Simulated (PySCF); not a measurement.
**SnOF₂: relaxation and vibrations of the singlet**

The task is one start of a wider search on SnOF₂: the singlet, from a PBE0 minimum start. It is relaxed, tested by its Hessian and followed downhill if it is a saddle.

The runs use PySCF 2.14.0; PBE0, basis Sn def2-TZVP with ECP28, O def2-TZVP, F def2-TZVP, scalar-relativistic core potentials, no spin–orbit coupling, density fitting.

## (1) Starting geometry

4 atoms, charge 0, spin multiplicity 1.

Bond lengths: Sn1–O2 1.810 Å, Sn1–F3 1.893 Å, Sn1–F4 1.893 Å. Angles: O2–Sn1–F3 131.3°, O2–Sn1–F4 131.3°, F3–Sn1–F4 97.4°.

Z-matrix (Å, degrees; charge 0 multiplicity 1):
```
Sn
O  1 1.8104
F  1 1.8931 2 131.29
F  1 1.8931 2 131.29 3 180.00
```

## (2) The SCF at the typed geometry

The steps below are one call of a driver around PySCF. For each, scf.py gives the equivalent set-up of the SCF; relaxations use the driver's own optimiser. After this first run the driver tries any further starts and a stability analysis.

The input, scf.py:

```python
from pyscf import gto, scf, dft
mol = gto.M(atom='''
Sn    -0.000000     0.000000     0.106420
O      0.000000    -0.000000     1.916810
F     -1.422450    -0.000000    -1.142700
F      1.422450    -0.000000    -1.142700''',
    basis={'Sn': 'def2-TZVP', 'O': 'def2-TZVP', 'F': 'def2-TZVP'},
    ecp={'Sn': 'def2-TZVP'},
    charge=0, spin=0)
mf = dft.RKS(mol, xc='PBE0')
mf.grids.atom_grid = (50, 194)
aux = {'Sn': 'def2-universal-JKFIT', 'O': 'def2-universal-JKFIT', 'F': 'def2-universal-JKFIT'}
mf = mf.density_fit(auxbasis=aux)
mf.conv_tol = 1e-08
mf.diis_space = 10
mf.max_cycle = 60
mf.init_guess = 'minao'
mf.verbose = 4
mf.kernel()
```

Launch:

```
> OMP_NUM_THREADS=4 python axn.py task.json out
```

Log:

```text
init E= -452.227086678955
  HOMO = -0.780474094061456  LUMO = -0.68264079283329  gap/eV = 2.66218
cycle= 1 E= -488.322862071643  delta_E= -36.1  |g|=  2.2  |ddm|= 31.7
  HOMO = -0.226854896310682  LUMO = 0.00232422653940739  gap/eV = 6.23628
cycle= 2 E= -488.435212569026  delta_E= -0.112  |g|= 2.27  |ddm|= 5.69
  HOMO = -0.274644253673927  LUMO = -0.110064400132938  gap/eV = 4.47845
cycle= 3 E= -489.031594432217  delta_E= -0.596  |g|= 0.462  |ddm|= 2.23
  HOMO = -0.367664884348903  LUMO = -0.143611945877396  gap/eV = 6.09679
cycle= 4 E= -489.042969072377  delta_E= -0.0114  |g|= 0.382  |ddm|= 0.629
  HOMO = -0.326111406485166  LUMO = -0.1401296743594  gap/eV = 5.06082
cycle= 5 E= -489.069764787301  delta_E= -0.0268  |g|= 0.133  |ddm|= 0.336
  HOMO = -0.332505444903979  LUMO = -0.139666154209291  gap/eV = 5.24742
cycle= 6 E= -489.072502229735  delta_E= -0.00274  |g|= 0.0114  |ddm|= 0.0728
  HOMO = -0.330737130736543  LUMO = -0.138652739790096  gap/eV = 5.22688
cycle= 7 E= -489.07252855505  delta_E= -2.63e-05  |g|= 0.00219  |ddm|= 0.00985
  HOMO = -0.331020871723416  LUMO = -0.138767570832062  gap/eV = 5.23148
cycle= 8 E= -489.07252940529  delta_E= -8.5e-07  |g|= 0.000502  |ddm|= 0.00135
  HOMO = -0.331088931282919  LUMO = -0.138778113798619  gap/eV = 5.23304
cycle= 9 E= -489.072529463397  delta_E= -5.81e-08  |g|= 8.59e-05  |ddm|= 0.000624
  HOMO = -0.331088303943769  LUMO = -0.138779798657971  gap/eV = 5.23298
cycle= 10 E= -489.072529464829  delta_E= -1.43e-09  |g|= 2.61e-05  |ddm|= 5.83e-05
  HOMO = -0.331077767967831  LUMO = -0.138778980263393  gap/eV = 5.23272
Extra cycle  E= -489.07252946373  delta_E= 1.1e-09  |g|= 7.88e-05  |ddm|= 7.41e-05
converged SCF energy = -489.07252946373
```

This step, with its further starts and checks, took 8.8 s on 4 threads of Arm Neoverse V1, shared host.

The test of internal stability found no lower closed-shell solution.

## (3) PBE0 minimum start, singlet: relaxation

The program finds C2v symmetry in the start, which this walk keeps.

Changes to scf.py since step 2:

```diff
@@ -3,4 +3,4 @@
-Sn    -0.000000     0.000000     0.106420
-O      0.000000    -0.000000     1.916810
-F     -1.422450    -0.000000    -1.142700
-F      1.422450    -0.000000    -1.142700''',
+Sn     0.000000     0.000000     0.106419
+O      0.000000     0.000000     1.916809
+F     -1.422450     0.000000    -1.142701
+F      1.422450     0.000000    -1.142701''',
@@ -17 +16,0 @@
-mf.init_guess = 'minao'
```

Steps of the walk:

| step | energy (Eh) | change (kJ/mol) | largest symmetric gradient (Eh/bohr) |
| --- | --- | --- | --- |
| 0 | -489.072529 | 0.00 | 0.00072 |
| 1 | -489.072542 | -0.03 | 0.00036 |
| 2 | -489.072545 | -0.04 | 0.00004 |

The walk took 6.1 s.

Positions (Å) and forces (eV/Å) along the way:

```
step 0
Sn   0.000   0.000   0.106   0.000   0.000   0.037
O    0.000   0.000   1.917   0.000   0.000  -0.001
F   -1.422   0.000  -1.143   0.024   0.000  -0.018
F    1.422   0.000  -1.143  -0.024   0.000  -0.018
step 1
Sn   0.000   0.000   0.109   0.000   0.000   0.018
O    0.000   0.000   1.919   0.000   0.000  -0.001
F   -1.418   0.000  -1.145   0.008   0.000  -0.009
F    1.418   0.000  -1.145  -0.008   0.000  -0.009
step 2
Sn   0.000   0.000   0.111   0.000   0.000  -0.002
O    0.000   0.000   1.921   0.000   0.000   0.001
F   -1.414   0.000  -1.147   0.001   0.000   0.001
F    1.414   0.000  -1.147  -0.001   0.000   0.001
```

It settles in C2v symmetry, 0.0 kJ/mol below the start, after 2 steps: Sn–F 1.893 Å (×2), Sn–O 1.810 Å; F–Sn–F 96.7°, F–Sn–O 131.7° (×2).

## (4) Is it a minimum? Harmonic modes

On the finer grid the gradient is checked again; gradients at displacements of ±0.02 bohr then give force constants and infrared intensities.

Changes to scf.py since step 3:

```diff
@@ -3,4 +3,4 @@
-Sn     0.000000     0.000000     0.106419
-O      0.000000     0.000000     1.916809
-F     -1.422450     0.000000    -1.142701
-F      1.422450     0.000000    -1.142701''',
+Sn     0.000000     0.000000     0.103263
+O      0.000000     0.000000     1.913690
+F     -1.423337     0.000000    -1.144740
+F      1.423337     0.000000    -1.144740''',
@@ -11 +11 @@
-mf.grids.atom_grid = (50, 194)
+mf.grids.atom_grid = (75, 302)
@@ -14 +14 @@
-mf.conv_tol = 1e-08
+mf.conv_tol = 1e-10
```

This SCF starts from the last density.

SCF at the final geometry:

```text
init E= -489.072322658929
  HOMO = -0.331030693613696  LUMO = -0.13879921163932  gap/eV = 5.23089
cycle= 1 E= -489.072322658929  delta_E= -4.55e-13  |g|= 8.72e-07  |ddm|= 8.07e-07
  HOMO = -0.331031065194338  LUMO = -0.138799332706931  gap/eV = 5.23089
Extra cycle  E= -489.07232265893  delta_E= -1.14e-12  |g|= 2.49e-06  |ddm|= 2.42e-06
converged SCF energy = -489.07232265893
```

The whole step took 48 s.

Geometry: C2v; Sn–F 1.893 Å (×2), Sn–O 1.810 Å; F–Sn–F 97.5°, F–Sn–O 131.2° (×2).

Harmonic modes (main isotopes):

| symmetry | ω (cm⁻¹) | IR (km/mol) | type |
| --- | --- | --- | --- |
| b2 | 142 | 47.4 | bend |
| b1 | 153 | 45.0 | bend |
| a1 | 192 | 16.5 | bend |
| b2 | 641 | 98.7 | stretch |
| a1 | 650 | 50.2 | stretch |
| a1 | 847 | 46.0 | stretch |

All wavenumbers are real: a minimum.

Properties at this point:

* Dipole moment: 0.89 D
* Highest occupied level: -9.01 eV
* Lowest empty level: -3.78 eV
* Rotational constants: 0.219, 0.1537, 0.09033 cm⁻¹
* Zero-point energy: 15.7 kJ/mol
* Principal polarisabilities: 26.6, 33.4, 45.0 bohr³
* Atomisation energy without zero-point energy: 1162 kJ/mol
* Principal traceless quadrupole moments about the centre of mass: -11.24, -0.78, 12.01 D Å
* Entropy at 298.15 K and 1 bar: 311.0 J/(mol K)
* Heat capacity Cp at 298.15 K: 67.2 J/(mol K)
* Enthalpy at 298.15 K above 0 K: 15.71 kJ/mol
* Rotational symmetry number: 2

Charges (e) and bond orders:

```
atom  Mulliken  Löwdin  polar tensor  Mayer order to Sn1
 Sn1      1.41    0.82          1.85                   –
  O2     -0.55   -0.39         -0.59                1.85
F3,4     -0.43   -0.22         -0.63                0.87
```

Mulliken populations on Sn1 (outside its core potential): s 3.07, p 7.05, d 10.33, f 0.15.

## (5) What came out

| quantity | value |
| --- | --- |
| minimum | singlet, C2v |
| geometry | Sn–F 1.893 Å (×2), Sn–O 1.810 Å; F–Sn–F 97.5°, F–Sn–O 131.2° (×2) |
| wavenumbers (cm⁻¹) | 142 (b2), 153 (b1), 192 (a1), 641 (b2), 650 (a1), 847 (a1) |
| dipole moment | 0.89 D |
| highest occupied, lowest empty level | -9.01, -3.78 eV |
| polar-tensor charge of Sn1 | +1.85 e |
| zero-point energy | 15.7 kJ/mol |
| entropy at 298.15 K | 311.0 J/(mol K) |
| atomisation energy (no zero-point energy) | 1162 kJ/mol |

What this shows: The PBE0 minimum start keeps its C2v symmetry and ends in a minimum. The strongest infrared band lies at 641 cm⁻¹ (b2, stretch). Only this shape and spin were tried, so other structures or states may lie lower.

The search up to here took 63 s.
